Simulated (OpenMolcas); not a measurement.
# Multireference states of TiH⁺

Which states of TiH⁺ lie lowest, and how does spin–orbit coupling split them?

Computed with OpenMolcas 26.06. Level: SA-CASSCF(4,7), XMS-CASPT2, RASSI; ANO-RCC-VTZP.

All values are calculated.

**1. Set-up**

C2 symmetry about the axis (a holds Σ, Δ, Γ; b holds Π, Φ, H; Σ⁺ and Σ⁻ are not told apart); roots by multiplicity and irrep: 3b 6, 3a 4, 1a 7, 1b 6.

Active shells: Ti 4s 3d, H 1s.

The input, m.inp:

```
&GATEWAY
Coord
2
angstrom
Ti 0.0 0.0 0.0
H 0.0 0.0 1.6960
Basis=ANO-RCC-VTZP
Group=XY
RX2C
AMFI
ANGMom
0.0 0.0 0.0
RICD
&SEWARD
&GUESSORB
&RASSCF
FileOrb=$CurrDir/o32.orb
Symmetry=2
Spin=3
nActEl=4 0 0
Inactive=5 4
RAS2=5 2
CIRoot=6 6 1
Linear
Iterations=120 100
OrbListing=Nothing
PRWF=0.15
>>COPY $Project.RasOrb $CurrDir/o32.orb
>>COPY $Project.rasscf.h5 $CurrDir/r32.h5
&CASPT2
XMultistate=all
Imaginary=0.2
IPEA=0.25
MaxIter=40
>>COPY $Project.JobMix JOB001
&RASSCF
FileOrb=$CurrDir/o31.orb
Symmetry=1
Spin=3
nActEl=4 0 0
Inactive=5 4
RAS2=5 2
CIRoot=4 4 1
Linear
Iterations=120 100
OrbListing=Nothing
PRWF=0.15
>>COPY $Project.RasOrb $CurrDir/o31.orb
>>COPY $Project.rasscf.h5 $CurrDir/r31.h5
&CASPT2
XMultistate=all
Imaginary=0.2
IPEA=0.25
MaxIter=40
>>COPY $Project.JobMix JOB002
&RASSCF
FileOrb=$CurrDir/o11.orb
Symmetry=1
Spin=1
nActEl=4 0 0
Inactive=5 4
RAS2=5 2
CIRoot=7 7 1
Linear
Iterations=120 100
OrbListing=Nothing
PRWF=0.15
>>COPY $Project.RasOrb $CurrDir/o11.orb
>>COPY $Project.rasscf.h5 $CurrDir/r11.h5
&CASPT2
XMultistate=all
Imaginary=0.2
IPEA=0.25
MaxIter=40
>>COPY $Project.JobMix JOB003
&RASSCF
FileOrb=$CurrDir/o12.orb
Symmetry=2
Spin=1
nActEl=4 0 0
Inactive=5 4
RAS2=5 2
CIRoot=6 6 1
Linear
Iterations=120 100
OrbListing=Nothing
PRWF=0.15
>>COPY $Project.RasOrb $CurrDir/o12.orb
>>COPY $Project.rasscf.h5 $CurrDir/r12.h5
&CASPT2
XMultistate=all
Imaginary=0.2
IPEA=0.25
MaxIter=40
>>COPY $Project.JobMix JOB004
&RASSI
Nr of JobIphs=4 6 4 7 6
1 2 3 4 5 6
1 2 3 4
1 2 3 4 5 6 7
1 2 3 4 5 6
SpinOrbit
EJob
Omega
MEES
MESO
Properties=4
'AngMom' 3 'Mltpl  1' 1 'Mltpl  1' 2 'Mltpl  1' 3
Thrs=1.0d-4
>>COPY $Project.rassi.h5 $CurrDir/so.h5
```

Each module block was a call of its own in one work directory; start orbitals came from a preliminary run.

Run with:

```bash
> pymolcas m.inp
```

**2. The spin-free blocks**

The runs that follow: From Λ–S states to Ω levels.

**Question.** What will these runs give? Wanted: lowest spin-free state; next spin-free state; lowest level; next level; lowering by spin–orbit coupling.

As calculated:

```
                       quantity               value
         lowest spin-free state               (1)3Φ
           next spin-free state     (1)3Σ, 0.004 eV
                   lowest level  Ω = 2, 100 % (1)3Φ
                     next level     Ω = 3, 177 cm⁻¹
lowering by spin–orbit coupling            182 cm⁻¹
```

**Reading.** At 1.696 Å the lowest computed level has Ω = 2 and is 100 % (1)3Φ. The levels that stem mainly from (1)3Φ spread over 355 cm⁻¹. Only the spin multiplicities and numbers of roots in the input were computed, so the list of states is not complete and the lowest one found need not be the ground state; labels number the states computed. For d and f metals this valence active space lacks a second d shell: the order of states is not reliable within half an eV or more, and the lowest computed state need not be the true ground state.
